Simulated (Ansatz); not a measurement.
Task: a relaxation of the ions of ZnAu, space group Pm-3m, with the Ansatz DFT code, driven from Python. Give the script and its output. Use: LDA, PAW, the default cutoff (420 eV here), 5×5×5 k-points, Methfessel-Paxton smearing of 0.02 eV.

The script reads `znau.xyz`:
```text
2
Lattice="3.147 0.0 0.0 0.0 3.147 0.0 0.0 0.0 3.147" Properties=species:S:1:pos:R:3 pbc="T T T"
Zn    1.57350000    1.57350000    1.57350000
Au    0.00000000    0.00000000    0.00000000
```

The script, `relax_znau.py`:
```python
"""Geometry optimisation of ZnAu from a disturbed start."""

import warnings

import ansatz
from ase import Atoms
from ase.neighborlist import neighbor_list
import numpy as np

config = {
    "xc": "lda",
    "smearing": "methfessel_paxton",
    "smearing_width": 0.02,
    "tolerance": 1e-06,
    "extra_bands": 12,
    "fmax": 0.001,
}

warnings.simplefilter("ignore", ansatz.DeckWarning)

structure = ansatz.Crystal.from_extxyz("znau.xyz")
# push one atom off its site

job = (
    structure.move(1, to=[0.01589, 0.01589, 0.0]).fix(0).calculation()
    .pseudopotentials("paw")
    .functional(config["xc"])
    .occupations(config["smearing"], width=config["smearing_width"])
    .scf(tolerance=config["tolerance"], extra_bands=config["extra_bands"])
    .kpoints(5, center="monkhorst-pack")
    .relax(force_tolerance=config["fmax"], max_displacement=0.05)
    .density_of_states(energy_step=0.1, nscf_kmesh_spacing=0.24)
    .band_table()
)
steps = []


def follow(event):
    if event["event"] != "relax_step":
        return
    row = event["data"]
    steps.append(row)
    print(f"step {row['step']:3d}  E = {row['lagrangian_ev']:.5f} eV  largest force component = {row['allowed_force_max_ev_ang']:.4f} eV/A")


out = job.session().plan(threads=1).execute(on_event=follow)
r = out.report

first, last = steps[0], steps[-1]
symbols = [site.symbol for site in out.lattice.sites]
print(f"energy gained {first['lagrangian_ev'] - last['lagrangian_ev']:.4f} eV in {len(steps) - 1} steps")

final = Atoms(symbols, positions=last["positions_ang"], cell=out.lattice.cell_ang, pbc=True)
i, j, d = neighbor_list("ijd", final, 4.5)
print("neighbours within 1.15 times the shortest distance of each atom (A)")
for atom in range(len(final)):
    near = [m for m in np.argsort(d) if i[m] == atom]
    shell = [m for m in near if d[m] < 1.15 * d[near[0]]]
    print(f"{symbols[atom]}{atom} ({len(shell)}):", ", ".join(f"{symbols[j[m]]} {d[m]:.3f}" for m in shell))

print("atom   start x y z (A)              end x y z (A)")
for symbol, a, b in zip(symbols, first["positions_ang"], last["positions_ang"]):
    print(f"{symbol:3s}", " ".join(f"{v:8.4f}" for v in a), "  ", " ".join(f"{v:8.4f}" for v in b))

n_atoms = len(r["lattice"]["sites"])
print("F =", round(r["free_energy_ev"], 4), "eV for", n_atoms, "atoms")
print("E(sigma -> 0) =", round(r["energy_sigma0_ev"], 4), "eV, TS =", round(r["entropy_ts_ev"], 5), "eV")
print("closed by", r["closed_by"], "after", r["n_iterations"], "iterations")

dos = out.density_of_states()
energy = np.asarray(dos.energies_ev) - dos.fermi_ev
top = min(levels[-1] for levels in r["eigenvalues_ev"]) - dos.fermi_ev  # the computed bands end here
total = np.asarray(dos.spin_summed_g_bin_mean_per_ev)
print("E - E_F (eV)   states/eV")
for e in np.arange(-8, min(4, top), 0.5):
    print(f"{e:8.1f} {np.interp(e, energy, total):12.3f}")
```

```console
$ python relax_znau.py
step   1  E = -16111.63821 eV  largest force component = 0.1475 eV/A
step   2  E = -16111.64342 eV  largest force component = 0.0785 eV/A
step   3  E = -16111.64553 eV  largest force component = 0.0023 eV/A
step   4  E = -16111.64553 eV  largest force component = 0.0003 eV/A
energy gained 0.0073 eV in 3 steps
neighbours within 1.15 times the shortest distance of each atom (A)
Zn0 (8): Au 2.725, Au 2.725, Au 2.725, Au 2.725, Au 2.725, Au 2.725, Au 2.725, Au 2.725
Au1 (8): Zn 2.725, Zn 2.725, Zn 2.725, Zn 2.725, Zn 2.725, Zn 2.725, Zn 2.725, Zn 2.725
atom   start x y z (A)              end x y z (A)
Zn    1.5735   1.5735   1.5735      1.5735   1.5735   1.5735
Au    0.0500   0.0500   0.0000      0.0000   0.0000   0.0000
F = -16111.6455 eV for 2 atoms
E(sigma -> 0) = -16111.6454 eV, TS = 0.00036 eV
closed by deck_thresholds after 2 iterations
E - E_F (eV)   states/eV
    -8.0        9.203
    -7.5        7.285
    -7.0        0.990
    -6.5        1.260
    -6.0        1.189
    -5.5        5.189
    -5.0        2.163
    -4.5        4.086
    -4.0        6.354
    -3.5        1.346
    -3.0        0.447
    -2.5        0.326
    -2.0        0.553
    -1.5        0.763
    -1.0        0.602
    -0.5        0.553
     0.0        0.548
     0.5        0.447
     1.0        0.401
     1.5        0.563
     2.0        0.556
     2.5        0.695
     3.0        0.913
     3.5        0.750
```

What to keep in mind:
- These settings explore the input space; cutoff and mesh may be short of convergence.
- For a metal this k-point mesh is coarse: on a finer one energies can move by several to tens of meV an atom and pressures by half a GPa or more, differences at one mesh by less.
- Energies along a relaxation are free energies. A last row that repeats the one before re-solves the same geometry more tightly.
- Spin-orbit coupling, which matters for elements this heavy, is left out.
- The structure is a deposited one; some such entries were measured under pressure or heat, so a shift against it needn't be the functional's error alone.
- The density of states is complete only as far up as bands were computed.
- The script silences the warnings on its input, which a real study should read.
- It ran for 4.5 s on 1 thread of AMD EPYC 9R45 96-Core Processor (Zen 5), on a shared host, peak memory 0.46 GiB.

(Lines on the test bed's own set-up are left out of the output.)
